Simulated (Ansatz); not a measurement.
# Ti: the cost of one run

Method: DFT PBE, scalar-relativistic, plane waves, PAW, in Ansatz 0.2.0.

### 1 The starting structure

It takes space group P6_3/mmc (No. 194, hexagonal). Conventional cell: a = 2.950 Å, b = 2.950 Å, c = 4.686 Å, α = 90.00°, β = 90.00°, γ = 120.00°. Ti (site symmetry -6m2) has 12 Ti at 2.90 to 2.95 Å in its first shell of neighbours.

As a file:

```cif
data_structure
_symmetry_space_group_name_H-M 'P6_3/mmc'
_symmetry_Int_Tables_number 194
_cell_length_a 2.9500
_cell_length_b 2.9500
_cell_length_c 4.6860
_cell_angle_alpha 90.000
_cell_angle_beta 90.000
_cell_angle_gamma 120.000
_cell_volume 35.32
loop_
_atom_site_label
_atom_site_type_symbol
_atom_site_symmetry_multiplicity
_atom_site_Wyckoff_symbol
_atom_site_fract_x
_atom_site_fract_y
_atom_site_fract_z
_atom_site_occupancy
Ti1 Ti 2 c 0.33333 0.66667 0.25000 1
```

The cell is taken as given, not relaxed at this level.

### 2 Zero of energy

The reference gives a free energy of -4999.3423 eV, pressure -1.64 GPa, largest force 0.000 eV/Å and gap on the mesh none (metal). It was computed beforehand with the settings of the runs below.

### 3 Next: a two-dimensional strain map

The cell is strained by p along both x and y and by q along z, with fractional coordinates fixed.

### 4 p = -0.080, q = -0.080

File input.yaml:

```yaml
crystal:
  lattice:
    - [2.7139980316, 0.0, 0.0]
    - [-1.3569990158, 2.3503912412, 0.0]
    - [0.0, 0.0, 4.31112]
  atoms:
    - { symbol: Ti, position: [0.3333333333, 0.6666666667, 0.25] }
    - { symbol: Ti, position: [0.6666666667, 0.3333333333, 0.75] }
basis:
  ecutwfc: 420
kpoints:
  mp_grid: { grid: [18, 18, 10] }
hamiltonian:
  xc: pbe
scf:
  occupations: { method: gaussian, width: 0.15 }
output:
  forces: true
  stress: true
  eigenvalues: true
```

Launch:

```sh
> ansatz run input.yaml --threads 1 --pin off --max-ram 2560MiB --backend cpu --events-out ev --progress --plain --runs-dir out
```

Q: Estimate wall time and peak memory on 1 thread of Intel Xeon Platinum 8488C (Sapphire Rapids), shared host.

About 3.4 s, with a peak of 0.4 GiB.
